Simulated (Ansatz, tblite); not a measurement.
# Si18H24 hole sphere (Si18H24): a ladder of methods and basis sets

How do method and basis change the picture of Si18H24 hole sphere (Si18H24) (singlet)?

Method: as each input shows; program: Ansatz 0.2.0, Gaussian basis.

Levels to be run: GFN1-xTB, GFN2-xTB, PBE-D4/def2-TZVP, r2SCAN-D4/def2-TZVP, PBE-D4/def2-SVP, PBE0-D4/def2-SVP.

1 further run of the same task is left out (set aside as unsound or not needed).

### 1 The relaxed structure

The geometry is that of the singlet, from an earlier relaxation (PBE-D4/def2-SVP).

42 atoms, charge 0, spin multiplicity 1.

Bond lengths: Si1–Si2 2.370 Å, Si1–Si3 2.353 Å, Si1–H19 1.509 Å, Si1–H20 1.509 Å, Si2–Si5 2.353 Å, Si2–H21 1.509 Å, Si2–H22 1.509 Å, Si3–Si4 2.352 Å, Si3–Si11 2.352 Å, Si3–H23 1.511 Å, Si4–Si6 2.370 Å, Si4–Si7 2.352 Å, Si4–H24 1.511 Å, Si5–Si6 2.352 Å, Si5–Si12 2.352 Å, Si5–H25 1.511 Å, Si6–Si9 2.352 Å, Si6–H26 1.511 Å and more. Angles: Si2–Si1–Si3 110.1°, Si2–Si1–H19 109.5°, Si2–Si1–H20 109.5°, Si3–Si1–H19 109.8°, Si3–Si1–H20 109.8°, H19–Si1–H20 108.1°, Si1–Si2–Si5 110.1°, Si1–Si2–H21 109.5°, Si1–Si2–H22 109.5°, Si5–Si2–H21 109.8°, Si5–Si2–H22 109.9°, H21–Si2–H22 108.1°, Si1–Si3–Si4 109.3°, Si1–Si3–Si11 109.3°, Si1–Si3–H23 111.2°, Si4–Si3–Si11 107.9°, Si4–Si3–H23 109.6°, Si11–Si3–H23 109.5° and more.

PBE0-D4/def2-TZVP was run before; its log isn't repeated, and its numbers join the tables.

### 2 GFN1-xTB

Tight binding, by tblite at 300 K electronic temperature and without a spin-polarisation term:

```python
tblite.interface.Calculator('GFN1-xTB', numbers, positions, charge=0, uhf=0).singlepoint()
```

Energy -1253.0891 eV, HOMO -11.23 eV, LUMO -8.62 eV; 0.2 s.

### 3 GFN2-xTB

Tight binding, by tblite at 300 K electronic temperature and without a spin-polarisation term:

```python
tblite.interface.Calculator('GFN2-xTB', numbers, positions, charge=0, uhf=0).singlepoint()
```

Energy -1171.2468 eV, HOMO -8.85 eV, LUMO -5.97 eV; 0.22 s.

### 4 PBE-D4/def2-TZVP

start.molden holds the orbitals of an earlier run on this state, given as this run's starting guess.

in.yaml

```yaml
crystal:
  periodic: [false, false, false]
  atoms:
    - {symbol: Si, position_ang: [-0.000573, -4.431419, -1.181735]}
    - {symbol: Si, position_ang: [-0.004338, -4.429795, 1.188114]}
    - {symbol: Si, position_ang: [0.000119, -2.222144, -1.992279]}
    - {symbol: Si, position_ang: [-1.902006, -1.098490, -1.184584]}
    - {symbol: Si, position_ang: [-0.000758, -2.219314, 1.995263]}
    - {symbol: Si, position_ang: [-1.902651, -1.097117, 1.185015]}
    - {symbol: Si, position_ang: [-1.922013, 1.109878, -1.994362]}
    - {symbol: Si, position_ang: [-3.836328, 2.214679, -1.186684]}
    - {symbol: Si, position_ang: [-1.922895, 1.111728, 1.993364]}
    - {symbol: Si, position_ang: [-3.835140, 2.218450, 1.183161]}
    - {symbol: Si, position_ang: [1.902596, -1.099767, -1.183758]}
    - {symbol: Si, position_ang: [1.902418, -1.098741, 1.185802]}
    - {symbol: Si, position_ang: [1.922932, 1.108332, -1.994307]}
    - {symbol: Si, position_ang: [0.000871, 2.195987, -1.184709]}
    - {symbol: Si, position_ang: [1.924384, 1.110436, 1.993339]}
    - {symbol: Si, position_ang: [0.001098, 2.196780, 1.184828]}
    - {symbol: Si, position_ang: [3.836586, 2.214769, -1.187450]}
    - {symbol: Si, position_ang: [3.838150, 2.214123, 1.182403]}
    - {symbol: H, position_ang: [-1.220548, -5.161339, -1.686796]}
    - {symbol: H, position_ang: [1.221646, -5.160286, -1.682883]}
    - {symbol: H, position_ang: [-1.228631, -5.154680, 1.690001]}
    - {symbol: H, position_ang: [1.213569, -5.162244, 1.694467]}
    - {symbol: H, position_ang: [0.000576, -2.194270, -3.502673]}
    - {symbol: H, position_ang: [-3.146677, -1.816740, -1.652674]}
    - {symbol: H, position_ang: [-0.001188, -2.188977, 3.505615]}
    - {symbol: H, position_ang: [-3.147288, -1.815315, 1.653282]}
    - {symbol: H, position_ang: [-1.895690, 1.095142, -3.504712]}
    - {symbol: H, position_ang: [-5.077943, 1.519821, -1.688454]}
    - {symbol: H, position_ang: [-3.858703, 3.635838, -1.692640]}
    - {symbol: H, position_ang: [-1.898682, 1.097601, 3.503759]}
    - {symbol: H, position_ang: [-5.078151, 1.528623, 1.688388]}
    - {symbol: H, position_ang: [-3.853191, 3.641312, 1.684514]}
    - {symbol: H, position_ang: [3.147114, -1.818388, -1.651686]}
    - {symbol: H, position_ang: [3.146464, -1.817652, 1.654520]}
    - {symbol: H, position_ang: [1.896161, 1.092725, -3.504644]}
    - {symbol: H, position_ang: [0.001657, 3.632785, -1.653528]}
    - {symbol: H, position_ang: [1.900619, 1.097158, 3.503749]}
    - {symbol: H, position_ang: [0.001555, 3.633939, 1.652518]}
    - {symbol: H, position_ang: [5.079088, 1.523656, -1.692152]}
    - {symbol: H, position_ang: [3.855128, 3.636969, -1.690656]}
    - {symbol: H, position_ang: [5.079923, 1.519968, 1.684763]}
    - {symbol: H, position_ang: [3.860718, 3.635958, 1.686470]}
basis:
  gaussian: {orbitals: def2-TZVP, fitting: {mean_field: def2-universal-jkfit}, initial_orbitals: start.molden}
hamiltonian: {xc: pbe, dispersion: d4}
scf: {omitted_lower_state_checks: [starts]}
output: {forces: true, orbitals: {seedname: orbitals}}
```

Started as:

```sh
ansatz run in.yaml --threads 2 --pin off --events-out ev --progress --plain --max-ram 20480MiB --backend cuda --devices 0, --max-vram 18GiB
```

The runs that follow: r2SCAN-D4/def2-TZVP; PBE-D4/def2-SVP; PBE0-D4/def2-SVP.

Before running them: what should the planned runs give, taken together? Wanted: gap in def2-TZVP, named functionals, smallest and largest; binding an atom, functionals in def2-TZVP; PBE0 total energy, smallest basis above largest.

The runs gave:

```
                                                 quantity                                 value
gap in def2-TZVP, named functionals, smallest and largest   3.67 eV (PBE-D4), 5.27 eV (PBE0-D4)
                binding an atom, functionals in def2-TZVP  3.29 (PBE-D4) to 3.30 eV (r2SCAN-D4)
          PBE0 total energy, smallest basis above largest        48.32 eV (def2-SVP, def2-TZVP)
```

What this shows: Orbital gaps of the named functionals in def2-TZVP span 3.67 eV (PBE-D4) to 5.27 eV (PBE0-D4); exact exchange widens it.
